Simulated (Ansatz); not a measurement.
# BF2H3OS: the cost of one run

Method: UKS PBE0-D4/cc-pVDZ, in Ansatz 0.2.0.

**1. Starting point**

Bond lengths: B1–S2 2.205 Å, B1–F3 1.315 Å, B1–F4 1.318 Å, B1–O6 1.748 Å, S2–H7 1.328 Å, O6–H8 0.962 Å. Angles: B1–S2–H7 93.1°, S2–B1–F3 112.8°, S2–B1–F4 113.6°, S2–B1–O6 87.2°, F3–B1–F4 119.4°, F3–B1–O6 110.4°, F4–B1–O6 108.6°, B1–O6–H8 108.4°.

Coordinates:

```xyz
8

B    -0.6284    0.4392   -0.2764
S     1.5555    0.4674   -0.5766
F    -1.2795   -0.0438   -1.3114
F    -1.0901    1.5111    0.3365
H     0.8739   -0.6401    0.6573
O    -0.3626   -0.8135    0.9133
H     1.5087   -0.4613   -1.5243
H    -0.5773   -0.4590    1.7816
```

**2. A restrained relaxation towards end A**

Springs on the bonds that form and break draw the guess towards this end; the thresholds are loose.

The input, input.yaml:

```yaml
crystal:
  periodic: [false, false, false]
  atoms:
    - { symbol: B, position_ang: [-0.6284, 0.4392, -0.2764] }
    - { symbol: S, position_ang: [1.5555, 0.4674, -0.5766] }
    - { symbol: F, position_ang: [-1.2795, -0.0438, -1.3114] }
    - { symbol: F, position_ang: [-1.0901, 1.5111, 0.3365] }
    - { symbol: H, position_ang: [0.8739, -0.6401, 0.6573] }
    - { symbol: O, position_ang: [-0.3626, -0.8135, 0.9133] }
    - { symbol: H, position_ang: [1.5087, -0.4613, -1.5243] }
    - { symbol: H, position_ang: [-0.5773, -0.459, 1.7816] }
magnetization:
  spin_polarized: true
basis:
  gaussian: { orbitals: cc-pVDZ }
hamiltonian:
  xc: pbe0
  dispersion: d4
relax:
  f_tol: 0.15
  max_steps: 25
  restrain:
    - { distance: [0, 5], at: 2.8, k: 30.0 }
    - { distance: [4, 1], at: 2.66, k: 30.0 }
    - { distance: [0, 1], at: 1.89, k: 30.0 }
    - { distance: [4, 5], at: 0.97, k: 30.0 }
output:
  orbitals: {}
```

Command:

```bash
$ ansatz run input.yaml --threads 2 --pin off --max-ram 3072MiB --backend cpu --events-out ev --progress --plain --runs-dir out
```

**Question.** How long does this run take on 2 threads of Arm Neoverse V1, shared host, and how much memory does it need?

About 36 s, with a peak of 0.25 GiB.
